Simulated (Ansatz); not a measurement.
Write a Python script for the Python package of Ansatz (0.2.0) that makes an active-space calculation of HSe (charge -1). Settings: Hartree-Fock, def2-SVP basis, multiplicity 1.

| atom | x (Å) | y (Å) | z (Å) |
| --- | --- | --- | --- |
| H | 0.0000 | 0.0000 | 0.0000 |
| Se | 0.0000 | 0.0000 | 1.5350 |

`cas_hse.py`
```python
from dataclasses import dataclass

import ansatz as az


@dataclass(frozen=True)
class Options:
    basis_set: str = "def2-SVP"
    charge: int = -1


cfg = Options()

geometry_ang = [
    ("H", (0.0, 0.0, 0.0)),
    ("Se", (0.0, 0.0, 1.535)),
]
hse = az.Crystal.molecule()
for symbol, xyz in geometry_ang:
    hse = hse.atom(symbol, xyz)

model = (
    hse.calculation()
    .basis(gaussian=cfg.basis_set)
    .charge(cfg.charge)
    .correlation(active_electrons=4, active_orbitals=4)
)
for method in [None]:
    rep = (model if method is None else model.correlation(method)).run().report
    space = rep["configurations"]
    state = space["states"][0]
    print(method or "casscf", f"total {rep['free_energy_ev'] / 27.211386246:.6f} Ha, active-space state {state['energy']['hartree']:.6f} Ha, mean field {rep['reference_energy_ev'] / 27.211386246:.6f} Ha")
    print("  determinants", state["n_determinants"], " natural occupations", [round(n, 3) for n in space["natural_occupations"]])
```

```console
$ python cas_hse.py
casscf total -2400.160117 Ha, active-space state -2400.160117 Ha, mean field -2400.133514 Ha
  determinants 36  natural occupations [1.991, 1.964, 0.036, 0.009]
```

Reading the output:
- Total energies depend on the basis set; only differences at equal settings carry meaning.
- The geometry is a force-field or estimated start, not a minimum of this method, and the basis set is short of its limit. The active space starts as a window about the frontier orbitals and is then optimised, not chosen by chemistry.
- Anions want diffuse functions, which this basis lacks.
- Finished in 1.7 s on 1 thread of Arm Neoverse V1, with other jobs on the host, peak memory 0.14 GiB.
